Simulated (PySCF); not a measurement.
**GeH2Br2: geometry, NMR shifts, spin-spin couplings and electronic excitations**

What NMR shifts, spin-spin couplings and electronic excitations should GeH2Br2 (`[Br][GeH2][Br]`) show?

Programs: PySCF 2.14.0, with density-fitted response routines of our own. Each step states its level of theory. These are calculated values for one molecule in the gas phase, unless marked as measured. Atoms are numbered from 0 throughout.

1 further run of the same task is left out (it didn't finish).

## Step 1: Starting geometry

5 atoms, charge 0, multiplicity 1; geometry from: GFN2-xTB.

Bonds of the start (Å): Br0–Ge1 2.28, Ge1–Br2 2.28, Ge1–H3 1.51, Ge1–H4 1.51.

## Step 2: Geometry optimisation at PBE0-D3(BJ)/def2-SVP

Job settings and geometry (Å):

```
{"job": {"xc": "PBE0", "basis": "def2-SVP", "d3": "d3bj", "grid": 1, "kind": "geom"}, "charge": 0, "multiplicity": 1}
Br    -1.842517     1.152071    -0.063792
Ge    -0.001802    -0.190091     0.008427
Br     1.887315     1.081605    -0.079866
H     -0.010350    -0.943982     1.320611
H     -0.024025    -1.096752    -1.202564
```

Standard output:

```text
step   0  E = -7224.85748930  max force = 0.006715
step   1  E = -7224.85793666  max force = 0.002908
step   2  E = -7224.85805372  max force = 0.000547
step   3  E = -7224.85805031  max force = 0.000975
step   4  E = -7224.85805808  max force = 0.000619
step   5  E = -7224.85806153  max force = 0.000590
step   6  E = -7224.85806478  max force = 0.000565
step   7  E = -7224.85806753  max force = 0.000652
optimisation converged
```

Run time: 46 s. Hardware: 1 thread, shared host.

The steps of the relaxation:

```tsv
step	energy from step 0 (eV)	largest force component (eV/Å)
0	0.0000	0.3453
1	-0.0122	0.1495
2	-0.0154	0.0281
3	-0.0153	0.0501
4	-0.0155	0.0318
5	-0.0156	0.0303
6	-0.0157	0.0291
7	-0.0157	0.0335
```

Distances of close pairs at the start and the end, largest changes first:

```tsv
bond	before (Å)	after (Å)	change (Å)
Br0–Ge1	2.279	2.298	+0.019
Ge1–H4	1.513	1.531	+0.018
Ge1–H3	1.513	1.531	+0.018
Ge1–Br2	2.279	2.296	+0.017
```

The end geometry stands in the next job.

```tsv
at the end point	value
point group (found at 0.08 Å tolerance)	C2v
rotational constants (GHz, main isotopes)	5.071, 0.914, 0.782
dipole moment (D)	1.76
```

## Step 3: NMR shieldings: PBE0/pcSseg-1

Job settings and geometry (Å):

```
{"job": {"kind": "nmr", "xc": "PBE0", "basis": "pcSseg-1"}, "charge": 0, "multiplicity": 1}
Br    -1.834314     1.196035    -0.101754
Ge    -0.057747    -0.259086    -0.018323
Br     1.884415     0.935055    -0.291681
H     -0.034765    -0.906979     1.368988
H     -0.178221    -1.240777    -1.186938
```

Level: GIAO PBE0/pcSseg-1 NMR shielding, non-relativistic, gas phase.

Standard output:

```text
coarse grid: 27024 points
cycle   1  E = -7224.8872837428  dE = -2.906e+00  |g| = 1.298e+00  |ddm| = 2.457e+00
cycle   2  E = -7224.8499581514  dE =  3.733e-02  |g| = 1.065e+00  |ddm| = 1.167e+00
cycle   3  E = -7224.9571999822  dE = -1.072e-01  |g| = 2.937e-01  |ddm| = 8.783e-01
cycle   4  E = -7224.9690368912  dE = -1.184e-02  |g| = 5.836e-02  |ddm| = 2.450e-01
cycle   5  E = -7224.9693636899  dE = -3.268e-04  |g| = 6.540e-03  |ddm| = 4.769e-02
cycle   6  E = -7224.9693738123  dE = -1.012e-05  |g| = 1.558e-03  |ddm| = 1.075e-02
cycle   7  E = -7224.9693746789  dE = -8.666e-07  |g| = 1.836e-04  |ddm| = 2.362e-03
final grid: 49936 points
cycle   8  E = -7224.9693253390  dE = -5.577e-08  |g| = 1.769e-04  |ddm| = 7.077e-04
cycle   9  E = -7224.9693253363  dE =  2.760e-09  |g| = 2.115e-04  |ddm| = 3.949e-04
cycle  10  E = -7224.9693253482  dE = -1.196e-08  |g| = 3.891e-05  |ddm| = 2.252e-04
cycle  11  E = -7224.9693253484  dE = -1.810e-10  |g| = 3.293e-06  |ddm| = 2.891e-05
converged SCF energy = -7224.9693253484

GIAO shielding tensors (ppm)
atom      isotropic    diamagn.    paramagn.     s11        s22        s33       span
  0 Br    2531.459    3123.261    -591.801   2168.080   2562.094   2864.204    696.123
  1 Ge    1279.155    2753.102   -1473.947   1100.187   1345.882   1391.395    291.208
  2 Br    2532.766    3123.324    -590.559   2170.098   2563.635   2864.563    694.465
  3 H       24.873      26.025      -1.151     16.967     20.612     37.040     20.073
  4 H       24.876      25.983      -1.107     16.967     20.615     37.046     20.079
```

Run time: 12 s. Hardware: 1 thread, shared host.

The references, computed at this level on geometries of the same kind, shield at (ppm): 1H TMS 31.27, 73Ge GeMe4 1330, 79Br HBr 2584. Their shielding less the atom's gives the shift. The references are single molecules in the gas phase. Atoms listed in one row are averaged.

```tsv
atoms	environment	σ (ppm)	δ (ppm)
H3, H4	hydrogen on a germanium bonded to 2 Br	24.87	6.39
Br0, Br2	bromine bonded to Ge	2532	52
Ge1	germanium bonded to 2 Br, 2 H	1279	51
```

Charges from the same density, by scheme (e):

```tsv
atoms	Mulliken	IAO	Hirshfeld	ESP fit
Br0, Br2	-0.33	-0.23	-0.13	-0.07
Ge1	0.57	0.59	0.34	-0.10
```

Mayer bond orders: Br0–Ge1 0.96, Ge1–Br2 0.96.

## Step 4: J couplings: B3LYP/pcSseg-1+pcJ-1

Job settings and geometry (Å):

```
{"job": {"kind": "j", "xc": "B3LYP", "basis": "pcJ-1"}, "charge": 0, "multiplicity": 1}
Br    -1.834314     1.196035    -0.101754
Ge    -0.057747    -0.259086    -0.018323
Br     1.884415     0.935055    -0.291681
H     -0.034765    -0.906979     1.368988
H     -0.178221    -1.240777    -1.186938
```

Method: B3LYP/pcJ-1 Br:pcSseg-1 Ge:pcSseg-1 indirect spin-spin coupling, non-relativistic, gas phase.

Standard output:

```text
coarse grid: 27024 points
cycle   1  E = -7225.8571029194  dE = -2.880e+00  |g| = 1.377e+00  |ddm| = 2.358e+00
cycle   2  E = -7225.7979815479  dE =  5.912e-02  |g| = 1.192e+00  |ddm| = 1.291e+00
cycle   3  E = -7225.9317960795  dE = -1.338e-01  |g| = 3.383e-01  |ddm| = 1.024e+00
cycle   4  E = -7225.9484466202  dE = -1.665e-02  |g| = 7.081e-02  |ddm| = 3.035e-01
cycle   5  E = -7225.9490010486  dE = -5.544e-04  |g| = 8.998e-03  |ddm| = 6.403e-02
cycle   6  E = -7225.9490211556  dE = -2.011e-05  |g| = 2.053e-03  |ddm| = 1.497e-02
cycle   7  E = -7225.9490226808  dE = -1.525e-06  |g| = 2.167e-04  |ddm| = 3.137e-03
final grid: 49936 points
cycle   8  E = -7225.9489649657  dE = -5.939e-08  |g| = 2.123e-04  |ddm| = 7.699e-04
cycle   9  E = -7225.9489649610  dE =  4.692e-09  |g| = 2.621e-04  |ddm| = 4.766e-04
cycle  10  E = -7225.9489649787  dE = -1.770e-08  |g| = 4.962e-05  |ddm| = 2.780e-04
cycle  11  E = -7225.9489649791  dE = -3.529e-10  |g| = 3.380e-06  |ddm| = 4.163e-05
converged SCF energy = -7225.9489649791

Indirect spin-spin couplings (Hz)
  i      j    bonds     total        FC       PSO       DSO        SD
  3 H    4 H    2     50.470    53.753     1.281    -4.625     0.061
```

Wall time 15 s (1 thread, shared host).

A choice of the couplings up to four bonds, sorted by the number of bonds, with means over like pairs; isotopes 1H:

```tsv
pair	bonds	J (Hz)	Fermi contact (Hz)
H3–H4	2	50.5	53.8
```

The response was solved for the nuclei of H alone, so couplings that need other nuclei can be missing.

Quadrupole couplings from the field gradients of the same density:

```tsv
atom	isotope	eQq/h (MHz)	η
Br0	79Br	406.2	0.07
Br2	79Br	405.3	0.07
Ge1	73Ge	86.2	0.65
```

Shifts (PBE0/pcSseg-1, unscaled) and these couplings together give the proton spectrum at 400 MHz below. Couplings to quadrupolar nuclei are left out.

1H NMR δ 6.39 (s, 2H).

## Step 5: Excited states and response: wB97X-D/def2-SVPD

Job settings and geometry (Å):

```
{"job": {"kind": "uv", "xc": "wB97X-D", "basis": "def2-SVPD", "ip": true}, "charge": 0, "multiplicity": 1}
Br    -1.834314     1.196035    -0.101754
Ge    -0.057747    -0.259086    -0.018323
Br     1.884415     0.935055    -0.291681
H     -0.034765    -0.906979     1.368988
H     -0.178221    -1.240777    -1.186938
```

With the program's defaults for keys left out, this is: TDDFT wB97X-D/def2-SVPD, vertical, gas phase, core orbitals frozen in the response.

Standard output:

```text
coarse grid: 27024 points
cycle   1  E = -7225.8377112383  dE = -2.614e+00  |g| = 5.130e-01  |ddm| = 2.558e+00
cycle   2  E = -7225.8483950130  dE = -1.068e-02  |g| = 5.387e-01  |ddm| = 1.135e+00
cycle   3  E = -7225.8981616600  dE = -4.977e-02  |g| = 3.890e-02  |ddm| = 5.191e-01
cycle   4  E = -7225.8983842056  dE = -2.225e-04  |g| = 7.858e-03  |ddm| = 5.490e-02
cycle   5  E = -7225.8984145666  dE = -3.036e-05  |g| = 2.022e-03  |ddm| = 2.813e-02
cycle   6  E = -7225.8984170110  dE = -2.444e-06  |g| = 6.156e-04  |ddm| = 6.354e-03
final grid: 49936 points
cycle   7  E = -7225.8980874297  dE = -4.482e-07  |g| = 5.631e-04  |ddm| = 2.922e-03
cycle   8  E = -7225.8980874784  dE = -4.866e-08  |g| = 4.182e-04  |ddm| = 1.199e-03
cycle   9  E = -7225.8980875073  dE = -2.892e-08  |g| = 6.831e-05  |ddm| = 3.878e-04
cycle  10  E = -7225.8980875090  dE = -1.677e-09  |g| = 3.126e-05  |ddm| = 1.144e-04
cycle  11  E = -7225.8980875096  dE = -6.048e-10  |g| = 3.523e-06  |ddm| = 1.010e-04
converged SCF energy = -7225.8980875096

Static polarisability (au): isotropic 74.093, principal 61.117 70.178 90.985

Singlet excitations
state   eV       nm        f      main configurations
  1   6.0090    206.3   0.01931   H-1->L 0.93
  2   6.0615    204.5   0.03682   H->L 0.88
  3   6.1865    200.4   0.00000   H-2->L 0.87, H-1->L+1 0.09
  4   6.3747    194.5   0.02527   H-3->L 0.85, H->L+1 0.10
  5   7.0427    176.0   0.00000   H-1->L+1 0.85, H-2->L 0.09
  6   7.1037    174.5   0.00275   H->L+1 0.83, H-3->L 0.11
  7   7.3534    168.6   0.01557   H-2->L+1 0.90
  8   7.6319    162.5   0.02041   H-3->L+1 0.75, H->L+2 0.09
  9   7.8122    158.7   0.00638   H-1->L+2 0.88
 10   7.8940    157.1   0.04340   H->L+2 0.76

Triplet excitations (Tamm-Dancoff, eV): 5.5095 5.5551 5.7533 5.8831
Vertical ionisation energy (delta-SCF) = 10.7885 eV
```

Run time: 47 s. Hardware: 1 thread, shared host.

Frontier orbitals and where they lie:

```tsv
orbital	eV	atoms
HOMO−3	-10.80	Br0 42 %, Br2 42 %, Ge1 13 %
HOMO−2	-10.68	Br0 46 %, Br2 46 %, Ge1 8 %
HOMO−1	-10.42	Br2 38 %, Br0 38 %, Ge1 12 %
HOMO	-10.38	Br2 49 %, Br0 49 %
LUMO	0.21	Br0 28 %, Br2 27 %, Ge1 27 %
LUMO+1	1.07	Ge1 37 %, Br2 23 %, Br0 23 %
LUMO+2	1.59	Ge1 50 %, Br0 15 %, Br2 15 %
```

With each of the 10 states as a Gaussian band of 0.4 eV half-width at 1/e, the curve within the window shown has maxima at 202 nm (ε 2,900), 159 nm (ε 2,800) L/(mol cm). Beyond the last state computed it falls off for lack of states. The curve at chosen wavelengths:

nm, ε (L/mol/cm) and a bar:
```
      151       1228 ###########
      154       2077 #####################
      157       2679 ############################
      160       2785 #############################
      163       2469 ##########################
      166       1966 ####################
      169       1455 ##############
      173        898 ########
      176        622 #####
      179        503 ###
      182        562 ####
      185        799 #######
      188       1185 ###########
      191       1661 ################
      194       2147 ######################
      197       2557 ###########################
      200       2810 #############################
      203       2857 ##############################
      206       2693 ############################
      210       2219 #######################
      213       1767 ##################
      216       1316 ############
      219        921 ########
      222        607 ####
      225        378 ##
      228        224
```

Ground-state properties from the same run:

```tsv
property	computed
dipole moment (D)	1.82
polarisability (Å³)	10.98
HOMO–LUMO gap (eV)	10.59
−ε(HOMO) (eV)	10.38
```

## Step 6: Shielding tensors: wB97X-D/pcSseg-2

Job settings and geometry (Å):

```
{"job": {"kind": "nmr", "xc": "wB97X-D", "basis": "pcSseg-2", "pop": false}, "charge": 0, "multiplicity": 1}
Br    -1.834314     1.196035    -0.101754
Ge    -0.057747    -0.259086    -0.018323
Br     1.884415     0.935055    -0.291681
H     -0.034765    -0.906979     1.368988
H     -0.178221    -1.240777    -1.186938
```

Level: GIAO wB97X-D/pcSseg-2 NMR shielding, non-relativistic, gas phase.

Standard output:

```text
coarse grid: 27024 points
cycle   1  E = -7226.8131705798  dE = -3.076e+00  |g| = 1.649e+00  |ddm| = 1.917e+00
cycle   2  E = -7226.8132839465  dE = -1.134e-04  |g| = 1.352e+00  |ddm| = 7.905e-01
cycle   3  E = -7226.9211818805  dE = -1.079e-01  |g| = 2.916e-01  |ddm| = 4.407e-01
cycle   4  E = -7226.9255809896  dE = -4.399e-03  |g| = 6.145e-02  |ddm| = 6.478e-02
cycle   5  E = -7226.9257513379  dE = -1.703e-04  |g| = 4.569e-03  |ddm| = 1.579e-02
cycle   6  E = -7226.9257581108  dE = -6.773e-06  |g| = 2.096e-03  |ddm| = 7.632e-03
final grid: 49936 points
cycle   7  E = -7226.9256020539  dE = -1.708e-06  |g| = 3.016e-03  |ddm| = 4.031e-03
cycle   8  E = -7226.9256021459  dE = -9.197e-08  |g| = 3.248e-03  |ddm| = 2.441e-03
cycle   9  E = -7226.9256028400  dE = -6.941e-07  |g| = 2.705e-04  |ddm| = 1.053e-03
cycle  10  E = -7226.9256028485  dE = -8.457e-09  |g| = 7.315e-05  |ddm| = 1.385e-04
cycle  11  E = -7226.9256028516  dE = -3.179e-09  |g| = 2.575e-05  |ddm| = 1.607e-04
cycle  12  E = -7226.9256028520  dE = -3.183e-10  |g| = 4.195e-06  |ddm| = 4.964e-05
converged SCF energy = -7226.9256028520

GIAO shielding tensors (ppm)
atom      isotropic    diamagn.    paramagn.     s11        s22        s33       span
  0 Br    2532.251    3124.229    -591.978   2164.046   2546.201   2886.505    722.459
  1 Ge    1303.062    2752.815   -1449.753   1142.341   1364.290   1402.556    260.214
  2 Br    2533.695    3124.281    -590.587   2166.134   2548.587   2886.362    720.228
  3 H       25.113      26.661      -1.547     17.312     20.918     37.109     19.797
  4 H       25.116      26.596      -1.480     17.312     20.921     37.115     19.804
```

Wall time 35 s (1 thread, shared host).

Key values: δ Br0 45, Ge1 27, H3 6.24 ppm (means over like atoms).

## Step 7: Comparing the runs: NMR shifts

Shifts (ppm), means over like atoms, with basis size and wall time:

```tsv
run	H3	Br0	Ge1	functions	time
PBE0/pcSseg-1	6.39	52	51	133	12 s
wB97X-D/pcSseg-2	6.24	45	27	217	35 s
```

## Step 8: Outcome

| quantity | value |
| --- | --- |
| point group | C2v |
| rotational constants (main isotopes) | 5.07, 0.91, 0.78 GHz |
| 1H shifts against TMS (PBE0/pcSseg-1, means over atoms taken as alike) | 6.39 ppm |
| 79Br shifts against HBr (PBE0/pcSseg-1, means over atoms taken as alike) | 52 ppm |
| 73Ge shifts against GeMe4 (PBE0/pcSseg-1) | 51 ppm |
| largest coupling of the table (B3LYP/pcSseg-1+pcJ-1) | 2J(H,H) H3–H4, 50.5 Hz |
| lowest singlet (wB97X-D/def2-SVPD) | 6.01 eV (206 nm), f = 0.019 |
| brightest single state of those computed | state 10, 7.89 eV, f = 0.043 |
| lowest triplet | 5.51 eV |
| vertical ionisation energy (ΔSCF) | 10.79 eV |
| range of the shift of Ge1 | 27 to 51 ppm |

In words: Over 7 steps the energy fell by 0.016 eV; of the close pairs, Br0–Ge1 changed most, 2.279 to 2.298 Å. At PBE0/pcSseg-1: The largest span, 695 ppm, is at Br0, Br2, where the paramagnetic term is -591 ppm. In the run at B3LYP/pcSseg-1+pcJ-1, the largest coupling of the table is H3–H4, 50.5 Hz, of which the Fermi-contact term gives 53.8 Hz. The first singlet state (HOMO−1→LUMO 0.93) lies at 6.01 eV and is weak; of the 10 states computed, the strongest absorption comes from state 10 at 7.89 eV (the last computed, so partners may be missing). The lowest triplet lies 0.50 eV below the lowest singlet (triplets in Tamm-Dancoff, singlets in full TDDFT). The orbital energy would give 10.38 eV for ionisation, ΔSCF gives 10.79 eV. Across the 2 runs the shift of Ge1 moves most, between 27 (wB97X-D/pcSseg-2) and 51 ppm (PBE0/pcSseg-1). Spin-orbit coupling is left out, which matters for shieldings and couplings at and beside the heavy atoms.
